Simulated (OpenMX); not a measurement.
**BiTe in OpenMX: the effect of biaxial strain**

Crystal: BiTe.

```xyz
2
Lattice="2.3258 1.3428 3.3173 -2.3258 1.3428 3.3173 0.0000 -2.6856 3.3173" Properties=species:S:1:pos:R:3 pbc="T T T"
Bi    0.0000    0.0000    4.9759
Te    0.0000    0.0000    0.0000
```

The cell comes from a database or a generator and needn't be the stable form of this composition.

Alike in all runs:

| Item | Value |
| --- | --- |
| Program | OpenMX 3.8.5 |
| Task | band structure |
| Functional | PBE |
| Potentials or basis | OpenMX 2013 PBE set, Bi8.0-s3p2d2f1, Te7.0-s3p2d2f1, grid cutoff 500 Ry |
| k mesh | 5 × 5 × 5 |
| Occupations | fermi-dirac, width 0.05 eV |
| Spin | no spin polarisation |

Task: One run gave: pressure 1.4 GPa. Which biaxial strain did it use?
A. 2 %
B. 4 %
C. -4 %
D. 0 %
E. -2 %

Result: D.

```tsv
biaxial strain	pressure (GPa)
-4 %	6.9
-2 %	3.9
0 %	1.4
2 %	-0.7
4 %	-2.4
```

Caveats: the basis of atomic orbitals isn't converged, which shifts pressures, moduli and gaps.
